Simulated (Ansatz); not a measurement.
# CH₃BClFOSi: up Jacob's ladder to CCSD(T)

Aim: compute CH₃BClFOSi with functionals from several rungs and with coupled cluster. The yardstick is the atomisation energy at the CCSD(T) limit.

Method: functionals in def2-TZVPP, the program's frozen cores in correlated methods; program: Ansatz 0.2.0, Gaussian basis.

Levels to be run: PBE-D4, r2SCAN-D4, PBE0-D4, B3LYP-D4, ωB97X-V, ωB97M-V, B2PLYP; CCSD(T)/def2-TZVPP; MP2/def2-QZVPP; extrapolation to the limit.

**1. Structure used throughout**

All runs share one geometry, relaxed beforehand with PBE0-D4/def2-TZVP.

SMILES `F[Si@H](Cl)[C@H]1BO1`, 9 atoms, charge 0, spin multiplicity 1.

Atoms are counted from 1 here; the program's logs count them from 0.

Bond lengths: F1–Si2 1.590 Å, Si2–Cl3 2.040 Å, Si2–C4 1.844 Å, Si2–H7 1.476 Å, C4–B5 1.520 Å, C4–O6 1.524 Å, C4–H8 1.090 Å, B5–O6 1.324 Å, B5–H9 1.182 Å. Angles: F1–Si2–Cl3 107.6°, F1–Si2–C4 111.5°, F1–Si2–H7 107.8°, Cl3–Si2–C4 107.8°, Cl3–Si2–H7 110.0°, C4–Si2–H7 112.1°, Si2–C4–B5 123.4°, Si2–C4–O6 114.2°, Si2–C4–H8 117.7°, B5–C4–O6 51.6°, B5–C4–H8 117.7°, O6–C4–H8 111.8°, C4–B5–O6 64.4°, C4–B5–H9 157.3°, O6–B5–H9 138.3°, C4–O6–B5 64.1°.

**2. PBE-D4 (GGA)**

File in.yaml:

```yaml
crystal:
  periodic: [false, false, false]
  atoms:
    - {symbol: F, position_ang: [1.053552, -1.769617, -1.396456]}
    - {symbol: Si, position_ang: [0.977301, -0.778649, -0.155638]}
    - {symbol: Cl, position_ang: [1.365457, -1.865880, 1.526012]}
    - {symbol: C, position_ang: [-0.706390, -0.048921, 0.022344]}
    - {symbol: B, position_ang: [-0.956228, 1.430307, 0.268234]}
    - {symbol: O, position_ang: [-1.026832, 1.039696, -0.994589]}
    - {symbol: H, position_ang: [2.013995, 0.255372, -0.338306]}
    - {symbol: H, position_ang: [-1.543429, -0.733797, 0.158674]}
    - {symbol: H, position_ang: [-1.088927, 2.425090, 0.892626]}
basis:
  gaussian: {orbitals: def2-TZVPP}
hamiltonian: {xc: pbe, dispersion: d4}
output: {forces: true, orbitals: {seedname: orbitals}}
```

Started as:

```console
$ ansatz run in.yaml --threads 4 --pin off --events-out ev --progress --plain --max-ram 10444MiB
```

Further steps of the session: r2SCAN-D4 (meta-GGA); PBE0-D4 (hybrid); B3LYP-D4 (hybrid); ωB97X-V (range-separated); ωB97M-V (range-separated); B2PLYP (double hybrid); CCSD(T) in def2-TZVPP; MP2 in def2-QZVPP.

Q: Predict the results of all the runs planned. Wanted: atomisation energy, CCSD(T)/CBS; farthest; mean size of error, hybrid; mean size of error, range-separated; gap, smallest and largest; T1 diagnostic; triples share of the correlation energy.

**Answer**, as computed:

| quantity | value |
| --- | --- |
| atomisation energy, CCSD(T)/CBS | 3567.2 kJ/mol |
| functionals within 17.8 kJ/mol (0.5 %) | PBE0-D4, B3LYP-D4 |
| farthest | PBE-D4 (+93.9 kJ/mol) |
| mean size of error, hybrid | 12.4 kJ/mol |
| mean size of error, range-separated | 22.0 kJ/mol |
| gap, smallest and largest | 5.36 eV (PBE-D4), 12.33 eV (ωB97X-V) |
| T1 diagnostic | 0.0139 |
| triples share of the correlation energy | 3.9 % |

**Reading.** PBE-D4 misses by +93.9 kJ/mol, or 10.4 kJ/mol for each of 9 bonds. Double hybrids carry the basis error of their MP2 part in triple zeta, and no dispersion term here, so their miss is partly the set-up's. Misses under about 17.8 kJ/mol are within the doubt on the reference itself, which lacks core-valence correlation, relativity and higher excitations. Hartree-Fock recovers 73 % of the binding; the rest is correlation. Orbital gaps span 5.4 to 12.3 eV; exact exchange widens them.
